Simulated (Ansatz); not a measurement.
**Octafluorocyclobutane (C₄F₈): vertical ionisation energy**

How much energy removes an electron from octafluorocyclobutane (C₄F₈) at fixed geometry? The cation is run at each level and the neutral's energy taken from earlier runs.

Program: Ansatz 0.2.0, Gaussian basis. Level of theory: unrestricted cation, the program's frozen cores in correlated methods. These are calculated values, not measurements.

Levels to be run: UKS PBE-D4/def2-TZVPP; UKS r2SCAN-D4/def2-TZVPP; UKS PBE0-D4/def2-TZVPP; UKS B3LYP-D4/def2-TZVPP; UKS wB97X-V/def2-TZVPP; UKS wB97M-V/def2-TZVPP; UKS B2PLYP/def2-TZVPP; UHF-CCSD(T)/def2-TZVPP; UHF-MP2/def2-QZVPP; extrapolation to the limit; then −ε(HOMO) from the neutral's earlier runs with LDA (SPW92), PBE-D4, revPBE-D4, BLYP-D4, r2SCAN-D4, B97M-V, PBE0-D4, B3LYP-D4, r2SCANh-D4, r2SCAN0-D4, HSE06-D4, BHLYP-D4, CAM-B3LYP-D4, LC-ωPBE, ωB97X-V, ωB97M-V.

## 1. The relaxed structure

All runs share one geometry, relaxed beforehand with PBE0-D4/def2-TZVP.

SMILES `FC1(F)C(F)(F)C(F)(F)C1(F)F`, 12 atoms, charge 0, spin multiplicity 1.

Atoms are counted from 1 here; the program's logs count them from 0.

Bond lengths: F1–C2 1.332 Å, C2–F3 1.325 Å, C2–C4 1.566 Å, C2–C10 1.566 Å, C4–F5 1.332 Å, C4–F6 1.325 Å, C4–C7 1.566 Å, C7–F8 1.325 Å, C7–F9 1.332 Å, C7–C10 1.566 Å, C10–F11 1.332 Å, C10–F12 1.325 Å. Angles: F1–C2–F3 110.2°, F1–C2–C4 112.0°, F1–C2–C10 112.0°, F3–C2–C4 115.9°, F3–C2–C10 115.9°, C4–C2–C10 89.4°, C2–C4–F5 112.0°, C2–C4–F6 115.9°, C2–C4–C7 89.4°, F5–C4–F6 110.2°, F5–C4–C7 112.0°, F6–C4–C7 115.9°, C4–C7–F8 115.9°, C4–C7–F9 112.0°, C4–C7–C10 89.4°, F8–C7–F9 110.2°, F8–C7–C10 115.9°, F9–C7–C10 112.0° and more.

## 2. Cation, UKS PBE-D4/def2-TZVPP

in.yaml

```yaml
crystal:
  periodic: [false, false, false]
  atoms:
    - {symbol: F, position_ang: [1.581061, 0.998622, 0.935301]}
    - {symbol: C, position_ang: [0.922246, 0.593434, -0.149427]}
    - {symbol: F, position_ang: [1.537814, 1.016190, -1.244302]}
    - {symbol: C, position_ang: [-0.608828, 0.910411, -0.058808]}
    - {symbol: F, position_ang: [-1.124115, 1.227744, -1.245665]}
    - {symbol: F, position_ang: [-0.961937, 1.808748, 0.849324]}
    - {symbol: C, position_ang: [-0.878421, -0.585899, 0.317029]}
    - {symbol: F, position_ang: [-1.835081, -1.192861, -0.370572]}
    - {symbol: F, position_ang: [-1.079469, -0.743871, 1.624498]}
    - {symbol: C, position_ang: [0.590670, -0.936347, -0.097495]}
    - {symbol: F, position_ang: [0.648174, -1.500890, -1.302832]}
    - {symbol: F, position_ang: [1.284883, -1.650481, 0.776849]}
basis:
  gaussian: {orbitals: def2-TZVPP}
total_charge: 1
magnetization: {spin_polarized: true, initial_magnetization: 1}
hamiltonian: {xc: pbe, dispersion: d4}
```

Started as:

```console
> ansatz run in.yaml --threads 4 --pin off --events-out ev --progress --plain --max-ram 66560MiB --backend cuda --devices 0, --max-vram 37GiB
```

The runs that follow: Cation, UKS r2SCAN-D4/def2-TZVPP; Cation, UKS PBE0-D4/def2-TZVPP; Cation, UKS B3LYP-D4/def2-TZVPP; Cation, UKS wB97X-V/def2-TZVPP; Cation, UKS wB97M-V/def2-TZVPP; Cation, UKS B2PLYP (frozen core)/def2-TZVPP; Cation, UHF-CCSD(T)/def2-TZVPP; Cation, UHF-MP2/def2-QZVPP.

**Question.** What will the summary of the whole plan be? Wanted: ionisation energy, CCSD(T)/CBS; nearest functional by difference; nearest −ε(HOMO); −ε(HOMO) of PBE; T1 of the cation.

The runs gave:

```
                        quantity               value
  ionisation energy, CCSD(T)/CBS            12.36 eV
nearest functional by difference  ωB97X-V (-0.42 eV)
                nearest −ε(HOMO)  LC-ωPBE (-0.07 eV)
                 −ε(HOMO) of PBE             7.76 eV
                T1 of the cation               0.017
```

What this shows: Energy differences with functionals land within 1.54 eV of the reference. −ε(HOMO) of PBE misses by 4.6 eV, since self-interaction lifts the level. Among orbital estimates LC-ωPBE comes nearest. The cation may have settled in a state other than its lowest; no search over hole states beyond the program's own was made.
